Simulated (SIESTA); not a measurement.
The system is ZrP2.

```
CELL_PARAMETERS angstrom
6.50500 0.00000 0.00000
0.00000 3.51690 0.00000
0.00000 0.00000 8.75700
ATOMIC_POSITIONS crystal
Zr 0.71962 0.75000 0.83723
Zr 0.78038 0.25000 0.33723
Zr 0.21962 0.75000 0.66277
Zr 0.28038 0.25000 0.16277
P 0.10920 0.75000 0.96040
P 0.39080 0.25000 0.46040
P 0.60920 0.75000 0.53960
P 0.89080 0.25000 0.03960
P 0.09510 0.75000 0.35540
P 0.40490 0.25000 0.85540
P 0.59510 0.75000 0.14460
P 0.90490 0.25000 0.64460
```

* Program: SIESTA 5.4.2
* Task: single point
* Functional: PBEsol
* Potentials or basis: PseudoDojo 0.4 standard (PBEsol files)
* Basis: DZP (energy shift 0.003 Ry; two zetas on semicore shells)
* Grid cutoff: 800 Ry
* Energy shift: 0.003 Ry
* k mesh: 4 × 8 × 3
* Occupations: fermi-dirac, width 0.05 eV
* Spin: no spin polarisation

On this cell: pressure -2.1 GPa; largest force 0.218 eV/Å; band gap on the k mesh none (metal or under the smearing width).

The same run follows on a disturbed copy (atoms moved at random, drawn with an rms of 0.05 Å):

```
CELL_PARAMETERS angstrom
6.50500 0.00000 0.00000
0.00000 3.51690 0.00000
0.00000 0.00000 8.75700
ATOMIC_POSITIONS crystal
Zr 0.72108 0.75340 0.83591
Zr 0.77641 0.25852 0.33410
Zr 0.21521 0.74420 0.65726
Zr 0.27708 0.24042 0.16635
P 0.10674 0.75712 0.96115
P 0.38927 0.24527 0.46552
P 0.61394 0.76621 0.53455
P 0.88682 0.25810 0.04151
P 0.09576 0.74857 0.35612
P 0.40146 0.25161 0.85447
P 0.60341 0.75892 0.14547
P 0.90208 0.24648 0.64551
```

What changes?

The energy (extrapolated to zero smearing) moves by +9.4 meV/atom; pressure -1.9 GPa; largest force 0.919 eV/Å; band gap on the k mesh none (metal or under the smearing width).

Forces on the atoms (eV/Å):
```
Zr  -0.241 -0.043  0.011
Zr   0.299  0.039  0.385
Zr   0.314  0.085  0.859
Zr   0.158  0.442 -0.242
P    0.345 -0.144 -0.146
P   -0.097  0.144 -0.739
P   -0.044 -0.269  0.672
P   -0.044 -0.090 -0.151
P   -0.100  0.017 -0.019
P    0.001 -0.027  0.056
P   -0.564 -0.201 -0.367
P   -0.028  0.047 -0.319
```

Stress tensor (GPa, compression positive):
```
-2.96  0.24 -0.19
 0.24 -1.71 -0.44
-0.19 -0.44 -1.06
```

Caveats: the basis of atomic orbitals isn't converged, which shifts pressures, moduli and gaps.
